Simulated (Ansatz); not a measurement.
# AsH₄+ (singlet): from Hartree-Fock to the top rungs at a displaced geometry (v2), cc-pVTZ

The task here is to estimate one member of a computed series from the others.

Program: Ansatz 0.2.0, Gaussian basis. Level of theory: cc-pVTZ, core rule «outside noble gas», up to 14 orbitals frozen. These are calculated values, not measurements.

Plan: UHF; CCSD(T) on RHF; BCCD(T) on RHF; CCSDT(Q) on RHF; CASSCF and NEVPT2, 8 electrons in 8 orbitals.

11 further runs of the same task are left out: 4 that didn't finish, 7 set aside as unsound or not needed. Runs told in other sessions of the task aren't counted.

## What is computed

The geometry is a PBE0/def2-TZVP stationary point (not a proven minimum) with its atoms shifted at random (size 0.100 Å). No spin-orbit coupling is included. The filled d shell of As may be among the frozen orbitals whatever the setting's name suggests.

5 atoms, charge 1, spin multiplicity 1.

Atoms are counted from 1 here; the program's logs count them from 0.

Bond lengths: As1–H2 1.414 Å, As1–H3 1.558 Å, As1–H4 1.436 Å, As1–H5 1.540 Å. Angles: H2–As1–H3 107.8°, H2–As1–H4 108.8°, H2–As1–H5 121.3°, H3–As1–H4 105.4°, H3–As1–H5 106.4°, H4–As1–H5 106.0°.

The first run:

The input, in.yaml:

```yaml
crystal:
  periodic: [false, false, false]
  atoms:
    - {symbol: As, position_ang: [0.004679, 0.002470, 0.000570]}
    - {symbol: H, position_ang: [0.698880, 0.872641, 0.872295]}
    - {symbol: H, position_ang: [-0.946161, -0.879464, 0.864515]}
    - {symbol: H, position_ang: [-0.858550, 0.782019, -0.841847]}
    - {symbol: H, position_ang: [0.758068, -0.958766, -0.937306]}
basis:
  gaussian: {orbitals: cc-pVTZ}
total_charge: 1
magnetization: {spin_polarized: true, initial_magnetization: 0}
hamiltonian: {xc: hf}
output: {orbitals: {seedname: orbitals}}
```

Started as:

```
ansatz run in.yaml --threads 1 --pin off --events-out ev --progress --plain --max-ram 2393MiB
```

Among the steps run: UHF; CCSD(T) on RHF; BCCD(T) on RHF; CCSDT(Q) on RHF; CASSCF and NEVPT2, 8 electrons in 8 orbitals.

One of the session's tables, all rows but one given; the rest of the session is left out.

| method | from RCCSDT(Q) (meV) |
| --- | --- |
| RHF | +4988.8 |
| RMP2 | +915.4 |
| RCCSD | +141.2 |
| RCCSD(T) | ? |
| BCCD(T) | +21.3 |
| RCCSDT | +3.2 |
| RCCSDT(Q) | 0 |
| CASSCF valence | +3237.4 |
| NEVPT2 valence | +844.5 |

Q: Estimate the row for RCCSD(T) from the others.

As computed: from RCCSDT(Q) (meV): +21.8. In the column «from RCCSDT(Q) (meV)» it lies between BCCD(T) (+21.3) and RCCSD (+141.2).
